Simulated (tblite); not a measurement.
# C5H7ClNO2: the cost of one run

Programs: tblite 0.8.0 and PySCF 2.14.0, with density-fitted response routines of our own. Each step states its level of theory. These are calculated values for one molecule in the gas phase, unless marked as measured. Atoms are numbered from 0 throughout.

### 1 The molecule as given

16 atoms, charge 1, multiplicity 1; geometry from: force field or distance geometry start.

Bonds of the start (Å): C0–O1 1.41, O1–C2 1.40, C2–N3 1.46, N3–C4 1.35, C4–C5 1.41, C5–O6 1.33, O6–C7 1.33, C7–Cl8 1.77, C7–N3 1.33, C0–H9 1.13, C0–H10 1.10, C0–H11 1.11, C2–H12 1.11, C2–H13 1.12, C4–H14 1.11, C5–H15 1.08.

### 2 Geometry optimisation with GFN2-xTB

The job: settings as JSON, then the geometry in Å.

```
{"job": {"kind": "relax", "xc": "GFN2-xTB", "basis": "xTB"}, "charge": 1, "multiplicity": 1}
C      2.703300     0.062800    -0.306600
O      1.315700     0.214100    -0.479700
C      0.625800    -0.247000     0.649900
N     -0.797200    -0.055400     0.395000
C     -1.587800     0.996100     0.684700
C     -2.892900     0.697300     0.252100
O     -2.823200    -0.523900    -0.257300
C     -1.576200    -0.983000    -0.164800
Cl    -0.992300    -2.559000    -0.704600
H      2.992300     0.670200     0.599900
H      3.240500     0.419000    -1.192600
H      2.990800    -1.000600    -0.147700
H      0.854700    -1.304900     0.883000
H      0.959700     0.336900     1.546200
H     -1.265600     1.945300     1.153400
H     -3.755300     1.341100     0.345100
```

The run is started by

```bash
$ OMP_NUM_THREADS=1 python probes_run.py task.json out
```

This one command runs all jobs of the session in turn.

**Question.** How long does this first job take on 1 thread of Intel Xeon Platinum 8259CL at 2.50GHz, shared host, and how much memory does it need?

About 1.1 s, with a peak of 0.18 GiB.
